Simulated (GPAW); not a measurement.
Runs of GPAW 26.7.0 on ScNbN. The structure is trigonal, space group P-3m1 (No. 164). The conventional cell has a = 3.111 Å, b = 3.111 Å, c = 10.357 Å, α = 90.00°, β = 90.00°, γ = 120.00°. Nb (site symmetry 3m) has 3 N at 2.21 Å as nearest neighbours. Sc (site symmetry -3m) has 6 Sc at 3.11 Å and 6 Nb at 3.13 Å as nearest neighbours. Sc (site symmetry -3m) has 6 N at 2.23 Å as nearest neighbours. N (site symmetry 3m) has 3 Nb at 2.21 Å and 3 Sc at 2.23 Å as nearest neighbours. The cell comes from a database or a generator and needn't be the stable form of this composition.

| task | level | potentials or basis | k mesh | cutoff (eV) | maxiter | band path | band points | convergence | gap on the mesh (eV) | pressure (GPa) | largest force (eV/Å) |
| --- | --- | --- | --- | --- | --- | --- | --- | --- | --- | --- | --- |
| band structure | PBEsol | PAW data sets generated in the run's folder for this functional, pw | 7 × 7 × 2 | 800 | 150 | GMKGALHA,LM,KH | 100 | - | - | -8.4 | (a) |
| single point | PBE | GPAW PAW data sets (gpaw-data 1.2.1), pw | 8 × 8 × 2 | 600 | 120 | - | - | default | none | -6.1 | 0.30 |
| single point | PBEsol | PAW data sets generated in the run's folder for this functional, pw | 10 × 10 × 3 | 800 | 150 | - | - | - | none | (b) | (c) |
| band structure | r2SCAN | GPAW PAW data sets (gpaw-data 1.2.1), pw | 7 × 7 × 2 | 800 | 150 | GMKGALHA,LM,KH | 100 | - | - | -3.4 | 0.17 |

Alike in all rows: no spin polarisation; cell as given; smearing fermi-dirac 0.05 eV.

Estimate the missing entries.

(a) 0.54; (b) -8.5; (c) 0.50.

Caveats: the cutoff is short for stress and forces, so pressures can be off by a GPa or more (some runs); the PAW data sets were made with another functional, which shifts forces and pressure a little (some runs).

A k mesh can miss the band edges, and the runs leave out spin-orbit coupling on Nb.

A gap of «none» marks a metal or a gap under the smearing width.

Not every run made on this cell is shown here.
